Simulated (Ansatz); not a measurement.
# NbP: the cost of one run

Computed with Ansatz 0.2.0 (DFT r2SCAN, scalar-relativistic, plane waves, PAW, unless a step's input says otherwise).

**1. The starting structure**

The structure is tetragonal, space group I4_1md (No. 109). Conventional cell: a = 3.350 Å, b = 3.350 Å, c = 11.480 Å, α = 90.00°, β = 90.00°, γ = 90.00°. Nb (site symmetry 2mm) has 6 P at 2.55 Å as nearest neighbours. P (site symmetry 2mm) has 6 Nb at 2.55 Å as nearest neighbours.

Structure file:

```xyz
4
Lattice="-1.6749 1.6749 5.7401 1.6749 -1.6749 5.7401 1.6749 1.6749 -5.7401" Properties=species:S:1:pos:R:3 pbc="T T T"
Nb    0.0000    0.0000    8.6088
Nb    1.6749    0.0000    5.7387
P     0.0000    0.0000    3.8200
P     1.6749    0.0000    0.9500
```

The structure comes from the Materials Project (structure only).

(A quick probe on a coarse mesh, which set the mesh and smearing, is not shown.)

**3. Full relaxation**

input.yaml

```yaml
crystal:
  lattice:
    - [-1.6749232544, 1.6749232544, 5.7401081759]
    - [1.6749232544, -1.6749232544, 5.7401081759]
    - [1.6749232544, 1.6749232544, -5.7401081759]
  atoms:
    - { symbol: Nb, position: [0.7498808, 0.7498808, 0.0] }
    - { symbol: Nb, position: [0.4998808, 0.9998808, 0.5] }
    - { symbol: P, position: [0.33274777, 0.33274777, 0.0] }
    - { symbol: P, position: [0.08274778, 0.58274778, 0.5] }
basis:
  ecutwfc: 500
kpoints:
  mp_grid: { grid: [18, 18, 18] }
hamiltonian:
  xc: r2scan
scf:
  occupations: { method: gaussian, width: 0.1 }
output:
  forces: true
  stress: true
  eigenvalues: true
relax:
  adjacent_minimum: "off"
  f_tol: 0.005
  max_steps: 80
  cell: { stress_tol: 0.05 }
```

On the command line:

```
ansatz run input.yaml --threads 2 --pin off --max-ram 5120MiB --backend cpu --events-out ev --progress --plain --runs-dir out
```

What time and memory should one allow on 2 threads of Arm Neoverse V2, shared host?

About 5.4 min, with a peak of 1.1 GiB.
